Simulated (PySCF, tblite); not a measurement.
# C₇H₁₀F₃P: geometry, infrared bands and NMR shifts

Aim: predict the infrared bands and NMR shifts of C₇H₁₀F₃P (`CC1=C(C(F)(F)F)CP(C)C1`).

Computed with tblite 0.8.0 and PySCF 2.14.0, with density-fitted response routines of our own, on a single molecule in the gas phase. Atoms are numbered from 0 throughout.

## Step 1: Starting geometry

21 atoms, charge 0, multiplicity 1; geometry from: force field or distance geometry start.

Bonds of the start (Å): C0–C1 1.50, C1–C2 1.34, C2–C3 1.50, C3–F4 1.37, C3–F5 1.36, C3–F6 1.35, C2–C7 1.49, C7–P8 1.83, P8–C9 1.83, P8–C10 1.82, C10–C1 1.49, C0–H11 1.10, C0–H12 1.11, C0–H13 1.09, C7–H14 1.10, C7–H15 1.09, C9–H16 1.10, C9–H17 1.10, C9–H18 1.09, C10–H19 1.10, C10–H20 1.09.

## Step 2: Relaxing the molecule with GFN2-xTB

What the job is given:

```
{"job": {"kind": "relax", "xc": "GFN2-xTB", "basis": "xTB"}, "charge": 0, "multiplicity": 1}
C     -1.684800    -1.345900     0.786600
C     -0.732000    -0.566700    -0.072000
C     -0.484000     0.752400     0.004100
C     -1.162700     1.786500     0.858000
F     -0.412600     2.058300     1.968800
F     -2.391900     1.402500     1.306900
F     -1.341500     2.956000     0.202700
C      0.530800     1.343200    -0.915200
P      1.328000    -0.185200    -1.523700
C      2.550200    -0.478100    -0.187600
C      0.029900    -1.381200    -1.067200
H     -2.555800    -1.664900     0.190000
H     -2.066300    -0.773200     1.654200
H     -1.203200    -2.237200     1.191800
H      0.037200     1.900800    -1.727600
H      1.227000     1.997300    -0.391000
H      3.342600     0.285200    -0.231000
H      3.024100    -1.460900    -0.326300
H      2.111700    -0.446100     0.814000
H      0.458900    -2.291500    -0.630400
H     -0.614800    -1.634300    -1.905700
```

Started as:

```sh
> OMP_NUM_THREADS=1 python probes_run.py task.json out
```

One launch serves the whole session: the jobs run in the order shown.

**Question.** This job is followed by: GFN2-xTB harmonic vibrations, gas phase; GIAO PBE0/pcSseg-1 NMR shielding, non-relativistic, gas phase. What will the session give for the following? strongest single infrared mode (GFN2-xTB); zero-point energy (GFN2-xTB); 13C shifts against TMS (PBE0/pcSseg-1); 1H shifts against TMS (PBE0/pcSseg-1, means over atoms taken as alike); 19F shifts against CFCl3 (PBE0/pcSseg-1, means over atoms taken as alike); 31P shifts against H3PO4 (PBE0/pcSseg-1).

**Answer**, as computed:

| quantity | value |
| --- | --- |
| strongest single infrared mode (GFN2-xTB) | 1016 cm⁻¹, 269 km/mol |
| zero-point energy (GFN2-xTB) | 97.1 kcal/mol |
| 13C shifts against TMS (PBE0/pcSseg-1) | 156.2, 134.0, 133.6, 45.4, 38.7, 20.6, 13.9 ppm |
| 1H shifts against TMS (PBE0/pcSseg-1, means over atoms taken as alike) | 2.67, 2.41, 2.17, 0.95 ppm |
| 19F shifts against CFCl3 (PBE0/pcSseg-1, means over atoms taken as alike) | -72.3 ppm |
| 31P shifts against H3PO4 (PBE0/pcSseg-1) | -44.7 ppm |

Over 112 steps the energy fell by 0.424 eV; of the close pairs, P8–C10 changed most, 1.823 to 1.872 Å. All 57 modes are real, so the xTB geometry is a minimum. The strongest single mode, at 1016 cm⁻¹, moves mainly C3. GFN2-xTB is a fitted tight-binding method: band positions and strengths are rough. Its intensities can rank the bands wrongly. At PBE0/pcSseg-1: Shielding is most anisotropic at C1 (span 215 ppm, paramagnetic term -231 ppm).
